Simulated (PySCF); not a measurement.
# CH4F2Ge: the cost of one run

The runs use PySCF 2.14.0, with density-fitted response routines of our own; the level of theory stands in each step. All values are computed, except where a source is named. Atoms count from 0, in the outputs and in this text.

### Step 1. The starting structure

8 atoms, charge 0, multiplicity 1; geometry from: PBE0-D3(BJ)/def2-SVP.

Bonds of the start (Å): F0–C1 1.36, C1–F2 1.36, C1–Ge3 1.99, C1–H4 1.11, Ge3–H5 1.54, Ge3–H6 1.54, Ge3–H7 1.53.

### Step 2. NMR shieldings: HF/pcSseg-2

Job settings and geometry (Å):

```
{"job": {"kind": "nmr", "xc": "HF", "basis": "pcSseg-2", "pop": false}, "charge": 0, "multiplicity": 1}
F     -1.709966     1.328219    -0.892356
C     -1.371119     0.314913    -0.057233
F     -1.683635    -0.856179    -0.666099
Ge     0.583468     0.374404     0.305129
H     -1.993504     0.401415     0.852455
H      0.944182    -0.782263     1.250818
H      0.920174     1.722261     0.962889
H      1.315378     0.226625    -1.034994
```

Level: GIAO HF/pcSseg-2 NMR shielding, non-relativistic, gas phase.

Command:

```
$ OMP_NUM_THREADS=1 python probes_run.py task.json out
```

This one command runs all jobs of the session in turn.

**Question.** How long does this first job take on 1 thread of AMD EPYC 9R45, shared host, and how much memory does it need?

About 7.7 s, with a peak of 0.88 GiB.
